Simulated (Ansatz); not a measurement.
# C5H13ClFNOTi: basis-set convergence

One table from this session's results is given with a row withheld; the runs are named, their logs left out.

Method: one geometry, several basis sets; program: Ansatz 0.2.0, Gaussian basis.

Levels to be run: PBE0-D4/def2-SVP; ωB97M-V/def2-SVP; PBE0-D4/def2-QZVPP; ωB97M-V/def2-QZVPP; the functionals' def2-TZVPP values are taken from earlier runs.

**The geometry**

All runs share one geometry, relaxed beforehand with PBE0-D4 in a triple-zeta def2 set.

SMILES `C[O][Ti]([F])([Cl])[NH]C(C)(C)C`, 23 atoms, charge 0, spin multiplicity 1.

Atoms are counted from 1 here; the program's logs count them from 0.

Bond lengths: C1–O2 1.394 Å, C1–H11 1.094 Å, C1–H12 1.094 Å, C1–H13 1.094 Å, O2–Ti3 1.748 Å, Ti3–F4 1.774 Å, Ti3–Cl5 2.233 Å, Ti3–N6 1.855 Å, N6–C7 1.461 Å, N6–H14 1.015 Å, C7–C8 1.524 Å, C7–C9 1.527 Å, C7–C10 1.526 Å, C8–H15 1.094 Å, C8–H16 1.091 Å, C8–H17 1.092 Å, C9–H18 1.094 Å, C9–H19 1.093 Å and more. Angles: O2–C1–H11 110.3°, O2–C1–H12 109.5°, O2–C1–H13 110.0°, H11–C1–H12 108.9°, H11–C1–H13 109.1°, H12–C1–H13 108.9°, C1–O2–Ti3 160.6°, O2–Ti3–F4 112.8°, O2–Ti3–Cl5 108.9°, O2–Ti3–N6 105.2°, F4–Ti3–Cl5 109.0°, F4–Ti3–N6 111.1°, Cl5–Ti3–N6 109.6°, Ti3–N6–C7 131.4°, Ti3–N6–H14 116.7°, C7–N6–H14 111.8°, N6–C7–C8 108.9°, N6–C7–C9 108.8° and more.

The first run:

Contents of in.yaml:

```yaml
crystal:
  periodic: [false, false, false]
  atoms:
    - {symbol: C, position_ang: [2.096912, 1.061028, 3.550244]}
    - {symbol: O, position_ang: [1.349693, 0.913760, 2.383210]}
    - {symbol: Ti, position_ang: [0.468402, 1.315301, 0.928531]}
    - {symbol: F, position_ang: [-1.023554, 2.218241, 1.255023]}
    - {symbol: Cl, position_ang: [1.782243, 2.536976, -0.401439]}
    - {symbol: N, position_ang: [0.101965, -0.311055, 0.115848]}
    - {symbol: C, position_ang: [-0.663648, -0.640428, -1.084561]}
    - {symbol: C, position_ang: [-1.350511, 0.620491, -1.594701]}
    - {symbol: C, position_ang: [0.293807, -1.174670, -2.147656]}
    - {symbol: C, position_ang: [-1.709402, -1.695872, -0.735334]}
    - {symbol: H, position_ang: [1.528641, 1.622168, 4.297253]}
    - {symbol: H, position_ang: [2.337983, 0.074578, 3.956230]}
    - {symbol: H, position_ang: [3.027793, 1.592874, 3.334141]}
    - {symbol: H, position_ang: [0.552900, -1.129921, 0.510921]}
    - {symbol: H, position_ang: [-0.617311, 1.390457, -1.852326]}
    - {symbol: H, position_ang: [-1.923868, 0.396730, -2.496100]}
    - {symbol: H, position_ang: [-2.036606, 1.025934, -0.847806]}
    - {symbol: H, position_ang: [0.802072, -2.076263, -1.794353]}
    - {symbol: H, position_ang: [-0.246897, -1.429513, -3.062774]}
    - {symbol: H, position_ang: [1.051248, -0.425511, -2.386345]}
    - {symbol: H, position_ang: [-2.391172, -1.319947, 0.030121]}
    - {symbol: H, position_ang: [-2.293472, -1.968213, -1.618002]}
    - {symbol: H, position_ang: [-1.232816, -2.603843, -0.354820]}
basis:
  gaussian: {orbitals: def2-SVP}
hamiltonian: {xc: pbe0, dispersion: d4}
output: {orbitals: {seedname: orbitals}}
```

Among the steps run: PBE0-D4 in def2-SVP; ωB97M-V in def2-SVP; PBE0-D4 in def2-QZVPP; ωB97M-V in def2-QZVPP.

One of the session's tables, all rows but one given; the rest of the session is left out.

It belongs to the step «Functionals by basis». 

```
functional       basis  HOMO (eV)  LUMO (eV)
   PBE0-D4    def2-SVP      -7.15      -1.73
   PBE0-D4  def2-TZVPP      -7.27      -1.76
   PBE0-D4  def2-QZVPP          ?          ?
   ωB97M-V    def2-SVP      -9.41       0.50
   ωB97M-V  def2-TZVPP      -9.55       0.43
   ωB97M-V  def2-QZVPP      -9.57       0.35
```

Q: Estimate the row for PBE0-D4, def2-QZVPP from the others.

The run gave: HOMO (eV): -7.29; LUMO (eV): -1.78. In the column «HOMO (eV)» it lies between ωB97M-V, def2-SVP (-9.41) and PBE0-D4, def2-TZVPP (-7.27).
